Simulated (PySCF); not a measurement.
# C3H10Si: the cost of one run

The runs use PySCF 2.14.0, with density-fitted response routines of our own; the level of theory stands in each step. All values are computed, except where a source is named. Atoms are numbered from 0 throughout.

## 1. The starting structure

14 atoms, charge 0, multiplicity 1; geometry from: PBE0-D3(BJ)/def2-SVP.

Bonds of the start (Å): C0–C1 1.53, C1–C2 1.53, C1–Si3 1.90, C0–H4 1.10, C0–H5 1.10, C0–H6 1.10, C1–H7 1.11, C2–H8 1.10, C2–H9 1.10, C2–H10 1.10, Si3–H11 1.50, Si3–H12 1.50, Si3–H13 1.50.

## 2. Shielding tensors: PBE0/pcSseg-2

What the job is given:

```
{"job": {"kind": "nmr", "xc": "PBE0", "basis": "pcSseg-2", "pop": false}, "charge": 0, "multiplicity": 1}
C     -0.318340     1.272637    -0.585524
C      0.030937     0.153570     0.395229
C     -0.843122    -1.081513     0.183605
Si     1.874389    -0.276932     0.309265
H     -1.380146     1.558655    -0.498081
H     -0.152324     0.956337    -1.628895
H      0.284313     2.178439    -0.414696
H     -0.135843     0.527020     1.423046
H     -1.913152    -0.828532     0.270590
H     -0.692392    -1.511770    -0.820491
H     -0.629102    -1.873297     0.918559
H      2.225238    -1.326897     1.316816
H      2.709030     0.936752     0.574529
H      2.217045    -0.797000    -1.053157
```

Level: GIAO PBE0/pcSseg-2 NMR shielding, non-relativistic, gas phase.

On the command line:

```
$ OMP_NUM_THREADS=1 python probes_run.py task.json out
```

One launch serves the whole session: the jobs run in the order shown.

Q: Estimate the wall time and peak memory of this first job on 1 thread of Arm Neoverse V1, shared host.

About 36 s, with a peak of 1.3 GiB.
